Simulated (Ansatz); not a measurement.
This script for Ansatz's Python interface starts 2 runs on KYO3, space group Pm-3m. What input does the engine get in each?

The script, `defect.py`:
```python
# -*- coding: utf-8 -*-
import ansatz as az
import numpy as np
from pymatgen.core import Lattice, Structure
from pymatgen.io.ase import AseAtomsAdaptor

pmg_structure = Structure(
    Lattice([(4.497543, 0.0, 0.0), (0.0, 4.497543, 0.0), (0.0, 0.0, 4.497543)]),
    ['K', 'Y', 'O', 'O', 'O'],
    [
        (0.0, 0.0, 0.0),
        (0.5, 0.5, 0.5),
        (0.5, 0.5, 0.0),
        (0.5, 0.0, 0.5),
        (0.0, 0.5, 0.5),
    ],
)
system = az.Crystal.from_ase(AseAtomsAdaptor.get_atoms(pmg_structure))
host = system.supercell(2, 2, 1)
defective = host.interstitial('O', at=(0.0, 0.0, 0.5))

def settled(structure):
    return (
        structure.calculation()
        .occupations('fermi_dirac')
        .basis(420)
        .functional('PBEsol')
        .kpoints(mesh=(2, 2, 3), center='gamma')
        .band_table()
    )


perfect = settled(host).run(threads=1, pin='off').report
base = settled(defective).forces()
out = base.run(threads=1, pin='off')
rep = out.report

n_host, n_defect = len(perfect['lattice']['sites']), len(rep['lattice']['sites'])
print(f'perfect cell: {n_host} atoms, F = {perfect["free_energy_ev"]:.4f} eV')
print(f'defect cell:  {n_defect} atoms, F = {rep["free_energy_ev"]:.4f} eV')
print(f'difference {rep["free_energy_ev"] - perfect["free_energy_ev"]:.4f} eV (no chemical potentials)')

for label, run in (('perfect', perfect), ('defect', rep)):
    levels, filled = np.array(run['eigenvalues_ev'][0]), np.array(run['occupations'][0])
    top = int(np.argmin(np.abs(levels - run['fermi_energy_ev'])))
    window = slice(max(top - 3, 0), top + 4)
    print(label, 'levels near E_F at the first k-point:', ', '.join(f'{e - run["fermi_energy_ev"]:.2f} ({f:.2f})' for e, f in zip(levels[window], filled[window])))
```

Run 1:
```yaml
crystal:
  lattice:
    - [4.497543, 0.0, 0.0]
    - [0.0, 4.497543, 0.0]
    - [0.0, 0.0, 4.497543]
  atoms:
    - { symbol: K, position: [0.0, 0.0, 0.0] }
    - { symbol: "Y", position: [0.5, 0.5, 0.5] }
    - { symbol: O, position: [0.5, 0.5, 0.0] }
    - { symbol: O, position: [0.5, 0.0, 0.5] }
    - { symbol: O, position: [0.0, 0.5, 0.5] }
  supercell: [2, 2, 1]
basis:
  ecutwfc: 420.0
kpoints:
  mp_grid:
    grid: [2, 2, 3]
    shift: [0.0, 0.0, 0.0]
hamiltonian:
  xc: pbesol
scf:
  occupations:
    method: fermi_dirac
output:
  eigenvalues: true
```

Run 2, against run 1:
```diff
+  defects:
+    - { interstitial: { symbol: O, position: [0.0, 0.0, 0.5] } }
+  forces: true
```

Output of `python defect.py`:
```text
perfect cell: 20 atoms, F = -27980.3460 eV
defect cell:  21 atoms, F = -28536.9443 eV
difference -556.5982 eV (no chemical potentials)
perfect levels near E_F at the first k-point: -0.05 (1.25), -0.03 (1.14), -0.03 (1.14), 0.02 (0.88), 0.05 (0.76), 0.05 (0.76), 0.26 (0.14)
defect levels near E_F at the first k-point: -0.06 (1.30), -0.06 (1.30), -0.04 (1.18), -0.04 (1.18), 0.07 (0.69), 0.07 (0.65), 0.61 (0.00)
```

Reading the output:
- Absolute energies stand on the zero of these potentials, so only differences at equal settings mean something. A total without «per atom» is that of the whole cell that was run.
- Spin is left out of this run.
- The mesh is modest for a metal, so energies can be off by several to tens of meV an atom and pressures by half a GPa or more; differences at equal mesh fare better.
- The atoms stand at ideal sites; relaxing them can change energy and levels by an eV or more.
- The difference holds no chemical potentials.
- Errors of mesh and smearing per atom add up over the supercell, so the energy can be off by tenths of an eV.
- Each cell's levels count from its own Fermi level and aren't aligned; one k-point can hide that the defect cell is metallic.
- This cell is a computed structure, which may not be the phase found in nature.
- Levels are Kohn-Sham eigenvalues on this mesh, without spin-orbit coupling.
- The supercell is small, so the defect meets its images and the energies aren't those of an isolated defect; a partly filled defect level may also lower its energy by spin or distortion. For a charged cell the difference holds no correction, alignment or term for the electrons' reservoir.
- It ran for 33 s on 1 thread of Intel(R) Xeon(R) Platinum 8488C (Sapphire Rapids), on a shared host, peak memory 0.77 GiB.
